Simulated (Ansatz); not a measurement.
# C2H7F3MoO3: small, medium and large basis sets

Aim: see how fast density functionals converge with the basis set for C2H7F3MoO3.

Program: Ansatz 0.2.0, Gaussian basis. Level of theory: one geometry, several basis sets. These are calculated values, not measurements.

The runs, in order: PBE0-D4/def2-SVP; ωB97M-V/def2-SVP; PBE0-D4/def2-QZVPP; ωB97M-V/def2-QZVPP; the functionals' def2-TZVPP values are taken from earlier runs.

**1. Structure used throughout**

All runs share one geometry, relaxed beforehand with PBE0-D4 in a triple-zeta def2 set. Mo takes the def2 core potential; no spin-orbit term is included.

16 atoms, charge 0, spin multiplicity 1.

Atoms are counted from 1 here; the program's logs count them from 0.

Bond lengths: C1–O2 1.396 Å, C1–H10 1.094 Å, C1–H11 1.092 Å, C1–H12 1.093 Å, O2–Mo3 1.822 Å, Mo3–O4 1.883 Å, Mo3–F5 1.879 Å, Mo3–F6 1.868 Å, Mo3–F7 1.873 Å, Mo3–O8 1.821 Å, O4–H13 0.963 Å, O8–C9 1.398 Å, C9–H14 1.095 Å, C9–H15 1.094 Å, C9–H16 1.091 Å. Angles: O2–C1–H10 109.3°, O2–C1–H11 109.0°, O2–C1–H12 109.0°, H10–C1–H11 110.2°, H10–C1–H12 109.8°, H11–C1–H12 109.5°, C1–O2–Mo3 140.1°, O2–Mo3–O4 98.9°, O2–Mo3–F5 83.4°, O2–Mo3–F6 166.0°, O2–Mo3–F7 94.8°, O2–Mo3–O8 95.9°, O4–Mo3–F5 170.5°, O4–Mo3–F6 95.1°, O4–Mo3–F7 82.1°, O4–Mo3–O8 86.1°, F5–Mo3–F6 82.6°, F5–Mo3–F7 88.5° and more.

**2. PBE0-D4 in def2-SVP**

in.yaml

```yaml
crystal:
  periodic: [false, false, false]
  atoms:
    - {symbol: C, position_ang: [1.895797, -0.320837, -2.032462]}
    - {symbol: O, position_ang: [1.328138, -0.043678, -0.787864]}
    - {symbol: Mo, position_ang: [-0.211630, 0.614848, -0.069062]}
    - {symbol: O, position_ang: [0.442378, 1.096654, 1.629868]}
    - {symbol: F, position_ang: [-0.852168, 0.439113, -1.826849]}
    - {symbol: F, position_ang: [-1.955254, 1.204011, 0.251547]}
    - {symbol: F, position_ang: [0.190864, 2.404680, -0.447460]}
    - {symbol: O, position_ang: [-0.735174, -0.945106, 0.710820]}
    - {symbol: C, position_ang: [-1.583577, -1.270012, 1.773402]}
    - {symbol: H, position_ang: [1.118497, -0.279898, -2.801121]}
    - {symbol: H, position_ang: [2.346985, -1.315314, -2.003676]}
    - {symbol: H, position_ang: [2.667165, 0.423794, -2.245703]}
    - {symbol: H, position_ang: [0.709310, 2.013526, 1.751282]}
    - {symbol: H, position_ang: [-1.122028, -0.927065, 2.704922]}
    - {symbol: H, position_ang: [-2.544314, -0.764963, 1.636613]}
    - {symbol: H, position_ang: [-1.717991, -2.352352, 1.799941]}
basis:
  gaussian: {orbitals: def2-SVP}
hamiltonian: {xc: pbe0, dispersion: d4}
output: {orbitals: {seedname: orbitals}}
```

Run with:

```
$ ansatz run in.yaml --threads 5 --pin off --events-out ev --progress --plain --max-ram 66560MiB --backend cpu
```

After this run come: ωB97M-V in def2-SVP; PBE0-D4 in def2-QZVPP; ωB97M-V in def2-QZVPP.

**Question.** What will the summary of the whole plan be? Wanted: PBE0-D4: double and triple zeta above quadruple; ωB97M-V: double and triple zeta above quadruple.

The runs gave:

```
                                       quantity           value
PBE0-D4: double and triple zeta above quadruple  21.59, 1.01 eV
ωB97M-V: double and triple zeta above quadruple  22.09, 0.98 eV
```

In words: PBE0-D4 gains 20.58 eV from double to triple zeta, then 1.01 eV more. Total energies overstate the basis error of differences, where much of it tends to cancel.
